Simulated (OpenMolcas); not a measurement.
# Ta³⁺ in CaF2: CASSCF and CASPT2 levels and susceptibility

Aim: the ligand-field states of Ta³⁺ in this surrounding, its lowest levels with spin-orbit coupling and its magnetic susceptibility.

Program: OpenMolcas 26.06. Level of theory: state-averaged CASSCF and CASPT2, spin-orbit coupling by RASSI with atomic mean-field integrals. These are calculated values, not measurements, unless marked.

## 1. What is computed

```
Species                           : Ta³⁺ (tantalum, Z = 73, 70 electrons)
Basis                             : ANO-RCC-VDZP [7s6p4d2f1g], 180 functions with the ligands
Scalar Hamiltonian                : DKH2, point nucleus
Inactive shells                   : 1s 2s 2p 3s 3p 3d 4s 4p 4d 4f 5s 5p of the metal, and all ligand shells
Active space                      : 2 electrons in 5 orbitals (5d)
Some configurations of this space : 5d2
Orbitals                          : optimised for each spin and parity, averaged over all roots
```

The outer shells:

5d2
```
5d [↑ ][↑ ][  ][  ][  ]
```

Ta³⁺ is taken with its 8 nearest fluoride ions at 2.085 Å, on the cation site of CaF2 (a = 5.46294 Å). The rest of the host is ab initio model potentials to 7.6 Å and point charges beyond; the distance is set by hand, nothing relaxes, and no local charge compensation is placed. Ligand basis ANO-RCC-VDZP.

```xyz
21

Ta    0.0000    0.0000    0.0000
F     1.2038    1.2038    1.2038
F     1.2038    1.2038   -1.2038
F     1.2038   -1.2038    1.2038
F     1.2038   -1.2038   -1.2038
F    -1.2038    1.2038    1.2038
F    -1.2038    1.2038   -1.2038
F    -1.2038   -1.2038    1.2038
F    -1.2038   -1.2038   -1.2038
Ca    0.0000    2.7315   -2.7315
Ca    0.0000   -2.7315    2.7315
Ca    0.0000    2.7315    2.7315
Ca    0.0000   -2.7315   -2.7315
Ca    2.7315   -2.7315    0.0000
Ca   -2.7315    2.7315    0.0000
Ca    2.7315    0.0000   -2.7315
Ca   -2.7315    0.0000    2.7315
Ca    2.7315    0.0000    2.7315
Ca   -2.7315    0.0000   -2.7315
Ca    2.7315    2.7315    0.0000
Ca   -2.7315   -2.7315    0.0000
```

Each step is its own input file, run in one work folder so that later steps find the files of earlier ones. Labels, J, g values, rates, χT and fits are worked out afterwards by a script from the matrices that RASSI stores.

## 2. Basis and integrals

The input, a.inp:

```
&GATEWAY
Basis set
Ta.ANO-RCC-VDZP.
Ta1 0.0 0.0 0.0 Angstrom
End of basis
Basis set
F.ANO-RCC-VDZP.
L1 1.203775 1.203775 1.203775 Angstrom
L2 1.203775 1.203775 -1.203775 Angstrom
L3 1.203775 -1.203775 1.203775 Angstrom
L4 1.203775 -1.203775 -1.203775 Angstrom
End of basis
Basis set
Ca.EMB-AIMP.Pascual.0s.0s.ECP.CaF2.
PseudoCharge
* 21 symmetry-unique lattice sites within 7.6 angstrom
End of basis
Basis set
F.EMB-AIMP.Pascual.0s.0s.ECP.CaF2.
PseudoCharge
* 40 symmetry-unique lattice sites within 7.6 angstrom
End of basis
Symmetry
XYZ
AngMom=0.0 0.0 0.0
AMFI
RICD
XField
1348 Angstrom 0
* Evjen-weighted lattice charges
&SEWARD
```

Command:

```bash
> OMP_NUM_THREADS=1 MOLCAS_MEM=2457 MOLCAS_PROJECT=a pymolcas a.inp > a.log
```

## 3. Reference wave functions, triplets, 10 roots

The input, a.inp:

```
&RASSCF
FileOrb=start.orb
Symmetry=1
Spin=3
nActEl=2 0 0
Inactive=35 39
Ras2=5 0
CIRoot=10 10 1
SDav=10
CIMx=300
Iter=150 100
PrWF=0.3
OrbListing=Nothing
MaxOrb=0
LevShft=1.0
>>> COPY $Project.JobIph JOB001
```

start.orb holds start orbitals that the driver prepared beforehand, or those of the step before.

## 4. Reference wave functions, singlets, 15 roots

The input, a.inp:

```
&RASSCF
FileOrb=start.orb
Symmetry=1
Spin=1
nActEl=2 0 0
Inactive=35 39
Ras2=5 0
CIRoot=15 15 1
SDav=15
CIMx=300
Iter=150 100
PrWF=0.3
OrbListing=Nothing
MaxOrb=0
LevShft=1.0
>>> COPY $Project.JobIph JOB002
```

## 5. RASSI: spin-orbit coupling between the states

The input, a.inp:

```
&RASSI
NrOfJobIphs=2 10 15
1 2 3 4 5 6 7 8 9 10
1 2 3 4 5 6 7 8 9 10 11 12 13 14 15
IphNames
JOB001
JOB002
EJob
SpinOrbit
DIPRint=1.0
SOCoupling=1000.0
Subsets=2
Property=9
'ANGMOM' 1 'ANGMOM' 2 'ANGMOM' 3 'MLTPL  1' 1 'MLTPL  1' 2 'MLTPL  1' 3
'AMFI' 1 'AMFI' 2 'AMFI' 3
SOProperty=3
'ANGMOM' 1 'ANGMOM' 2 'ANGMOM' 3
```

## 6. CASPT2: IPEA 0.25, imaginary shift 0.1 (closed shells correlated: 5s 5p of the metal, with ligand shells; the Frozen line counts the rest)

The input, a.inp:

```
>>> COPY JOB001 $Project.JobIph
&CASPT2
Multistate=10 1 2 3 4 5 6 7 8 9 10
NoMult
Frozen=18 20
IPEA=0.25
Imaginary=0.1
MaxIter=60
WThr=0.0 0.3 0.05
PrWF=0.5
NoMix
>>> COPY JOB002 $Project.JobIph
&CASPT2
Multistate=15 1 2 3 4 5 6 7 8 9 10 11 12 13 14 15
NoMult
Frozen=18 20
IPEA=0.25
Imaginary=0.1
MaxIter=60
WThr=0.0 0.3 0.05
PrWF=0.5
NoMix
```

(Steps that only read results are left out.)

**Question.** What will these runs give? Wanted: spin-free ground state; first state of the same spin within the active space; lowest level; next level.

The runs gave:

```
                                            quantity                                                                                                                                          value
                                              method  SS-CASPT2, IPEA 0.25, imaginary shift 0.1 (closed shells correlated: 5s 5p of the metal, with ligand shells; the Frozen line counts the rest)
                              spin-free ground state                                                                                                                3A2, 1-fold in its orbital part
first state of the same spin within the active space                                                                                                                              3T2 at 26300 cm⁻¹
                                        lowest level                                                                                                                                      3-fold T2
                                          next level                                                                                                                                    8557.4 cm⁻¹
                                         χT at 300 K                                                                                                                                 0.72 cm³ K/mol
                           effective moment at 300 K                                                                                                                                        2.40 μB
```

Cost by method:

```csv
method,time of its own steps,time with the reference
A. CASSCF,39 s,39 s
"B. SS-CASPT2, IPEA 0.25, imaginary shift 0.1, +5s 5p",2.8 min,3.4 min
```

Times are of one thread on a shared host.

In words: The spin-free ground state (3A2) is 1-fold and keeps the highest spin of the shell. χT at 300 K is 0.72, against 1.00 cm³ K/mol for the spin alone, so spin-orbit coupling lowers it. A ligand-field fit to the states below 45000 cm-1 gives 10Dq = -26137 cm-1, B = 597 cm-1 and C = 2252 cm-1 (C/B = 3.77), with a deviation of 330 cm-1. CASPT2 does not keep the components of a term degenerate, and the means are used.
